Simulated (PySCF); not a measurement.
# C10H24S2Si (Me2Si(SBu)2): the cost of one run

The runs use PySCF 2.14.0, with density-fitted response routines of our own; the level of theory stands in each step. All values are computed, except where a source is named. Atoms are numbered from 0 throughout.

## 1. Starting geometry

37 atoms, charge 0, multiplicity 1; geometry from: GFN2-xTB. The atoms were then displaced at random by about 0.01 Å, so the start is not that level's minimum.

Bonds of the start (Å): C0–C1 1.52, C1–C2 1.52, C2–C3 1.54, C3–S4 1.81, S4–Si5 2.17, Si5–C6 1.92, Si5–C7 1.90, Si5–S8 2.17, S8–C9 1.82, C9–C10 1.51, C10–C11 1.53, C11–C12 1.50, C0–H13 1.07, C0–H14 1.08, C0–H15 1.13, C1–H16 1.09, C1–H17 1.09, C2–H18 1.11, C2–H19 1.09, C3–H20 1.13, C3–H21 1.06, C6–H22 1.09, C6–H23 1.07, C6–H24 1.08, C7–H25 1.08, C7–H26 1.08, C7–H27 1.10, C9–H28 1.08, C9–H29 1.10, C10–H30 1.09 and more.

## 2. Optimising the geometry at PBE0-D3(BJ)/def2-SVP

The job: settings as JSON, then the geometry in Å.

```
{"job": {"xc": "PBE0", "basis": "def2-SVP", "d3": "d3bj", "grid": 1, "shake": 0.01, "kind": "geom"}, "charge": 0, "multiplicity": 1}
C     -3.649010     1.852400     0.204680
C     -4.383100     0.527360     0.095400
C     -3.423220    -0.643030    -0.033860
C     -2.657830    -0.657290    -1.369020
S     -1.576610    -2.102220    -1.542090
Si     0.128340    -1.560150    -0.313490
C      1.666710    -2.128150    -1.305840
C      0.062920    -2.450620     1.368900
S      0.080060     0.590200     0.008980
C      1.341270     0.832860     1.295520
C      2.762890     0.714200     0.789250
C      3.100810     1.746470    -0.292790
C      4.490830     1.604030    -0.826160
H     -2.975870     1.873550     1.031000
H     -3.130630     2.096230    -0.711770
H     -4.391490     2.686830     0.382730
H     -4.985080     0.392240     0.989620
H     -5.059820     0.540550    -0.757120
H     -2.662110    -0.583760     0.775360
H     -3.969790    -1.574970     0.098790
H     -3.419580    -0.762640    -2.193300
H     -2.082310     0.213570    -1.526720
H      1.446640    -3.049380    -1.835350
H      2.515140    -2.287380    -0.673360
H      1.947160    -1.408650    -2.060430
H     -0.172270    -3.496590     1.222230
H      0.985680    -2.399010     1.926940
H     -0.727170    -2.046720     2.024740
H      1.147810     0.116700     2.076280
H      1.143590     1.856860     1.638450
H      2.932990    -0.290360     0.389670
H      3.449910     0.846010     1.614450
H      2.958230     2.761300     0.116960
H      2.393780     1.624510    -1.123080
H      5.232850     1.722630    -0.014150
H      4.666020     0.608360    -1.251310
H      4.731710     2.368800    -1.560610
```

Command:

```console
> OMP_NUM_THREADS=2 python probes_run.py task.json out
```

This one command runs all jobs of the session in turn.

Q: Estimate the wall time and peak memory of this first job on 2 threads of Intel Xeon Platinum 8488C, shared host.

About 9.6 min, with a peak of 3 GiB.
